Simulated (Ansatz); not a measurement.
Born–Oppenheimer molecular dynamics of a periodic cell of 14 atoms, LaB$_{6}$ (start crystal LaB6, start structure Pm-3m, volume 1.1 times the crystal's). It starts from an unrelaxed structure (largest force component 0.36 eV/Å).

Method: Ansatz, DFT PBEsol, scalar-relativistic, plane waves, PAW. Settings: accuracy low, cutoff 420 eV, k mesh 3x3x3, fermi-dirac smearing 0.17 eV, no spin polarisation.

```yaml
ensemble: NVT, Langevin thermostat
time_step: 1 fs
steps_asked: 160
set_temperature: 2000 K
friction: 0.02 /fs
seed: 714930
```

First frame:

```xyz
14
Lattice="0.0000 4.2867 4.2867 4.2867 0.0000 4.2867 4.2867 4.2867 0.0000" Properties=species:S:1:pos:R:3
La 0.000 0.000 0.000
B 3.430 2.143 2.143
B 0.857 2.143 2.143
B 2.143 2.143 3.430
B 2.143 2.143 0.857
B 2.143 0.857 2.143
B 2.143 3.430 2.143
La 4.287 4.287 4.287
B 7.716 6.430 6.430
B 5.144 6.430 6.430
B 6.430 6.430 7.716
B 6.430 6.430 5.144
B 6.430 5.144 6.430
B 6.430 7.716 6.430
```

**Question.** What does the run give?

**Answer.** All steps were run.

```json
{
  "steps done": "160",
  "time covered": "160 fs",
  "mean temperature over the second half": "1611 K",
  "spread of the potential energy over the second half": "23.1 meV per atom",
  "mean potential energy of the second half above the start": "205.1 meV per atom"
}
```

The mean temperature of the second half is 19 % below the set value. A run of 0.16 ps of so small a system gives no equilibrium averages. Limits of this set-up: coarse k mesh, low accuracy level.

**Question.** What happens to the structure?

**Answer.** Mean squared displacements from the first frame to the last, about the centre of mass: La 0.02 Å², B 0.04 Å². The details hang on the random start.

**Question.** How do temperature and energy run in time?

**Answer.** 
```json
{"time (fs)": "0.0", "T (K)": "1857", "potential energy less start (eV)": "0.000"}
{"time (fs)": "5.0", "T (K)": "1533", "potential energy less start (eV)": "0.933"}
{"time (fs)": "10.0", "T (K)": "1384", "potential energy less start (eV)": "2.195"}
{"time (fs)": "15.0", "T (K)": "1535", "potential energy less start (eV)": "2.429"}
{"time (fs)": "20.0", "T (K)": "1685", "potential energy less start (eV)": "2.285"}
{"time (fs)": "25.0", "T (K)": "1581", "potential energy less start (eV)": "2.716"}
{"time (fs)": "30.0", "T (K)": "1127", "potential energy less start (eV)": "3.211"}
{"time (fs)": "35.0", "T (K)": "1470", "potential energy less start (eV)": "3.147"}
{"time (fs)": "40.0", "T (K)": "1655", "potential energy less start (eV)": "2.675"}
{"time (fs)": "45.0", "T (K)": "1761", "potential energy less start (eV)": "2.251"}
{"time (fs)": "50.0", "T (K)": "2258", "potential energy less start (eV)": "2.201"}
{"time (fs)": "55.0", "T (K)": "1918", "potential energy less start (eV)": "2.706"}
{"time (fs)": "60.0", "T (K)": "1692", "potential energy less start (eV)": "2.890"}
{"time (fs)": "65.0", "T (K)": "1695", "potential energy less start (eV)": "2.483"}
{"time (fs)": "70.0", "T (K)": "2127", "potential energy less start (eV)": "2.320"}
{"time (fs)": "75.0", "T (K)": "1776", "potential energy less start (eV)": "2.700"}
{"time (fs)": "80.0", "T (K)": "1657", "potential energy less start (eV)": "2.809"}
{"time (fs)": "85.0", "T (K)": "1634", "potential energy less start (eV)": "2.931"}
{"time (fs)": "90.0", "T (K)": "1362", "potential energy less start (eV)": "3.036"}
{"time (fs)": "95.0", "T (K)": "1463", "potential energy less start (eV)": "3.042"}
{"time (fs)": "100.0", "T (K)": "2236", "potential energy less start (eV)": "2.548"}
{"time (fs)": "105.0", "T (K)": "2016", "potential energy less start (eV)": "2.784"}
{"time (fs)": "110.0", "T (K)": "1502", "potential energy less start (eV)": "2.922"}
{"time (fs)": "115.0", "T (K)": "1387", "potential energy less start (eV)": "3.361"}
{"time (fs)": "120.0", "T (K)": "1210", "potential energy less start (eV)": "3.523"}
{"time (fs)": "125.0", "T (K)": "1490", "potential energy less start (eV)": "2.859"}
{"time (fs)": "130.0", "T (K)": "1441", "potential energy less start (eV)": "3.053"}
{"time (fs)": "135.0", "T (K)": "1412", "potential energy less start (eV)": "2.504"}
{"time (fs)": "140.0", "T (K)": "1664", "potential energy less start (eV)": "2.276"}
{"time (fs)": "145.0", "T (K)": "1364", "potential energy less start (eV)": "3.052"}
{"time (fs)": "150.0", "T (K)": "1722", "potential energy less start (eV)": "3.014"}
{"time (fs)": "155.0", "T (K)": "1696", "potential energy less start (eV)": "2.603"}
{"time (fs)": "160.0", "T (K)": "1991", "potential energy less start (eV)": "2.276"}
```

Time of the run: 13 min on 1 thread of Intel(R) Xeon(R) 6975P-C (Granite Rapids), on a shared host, peak memory 0.59 GiB.
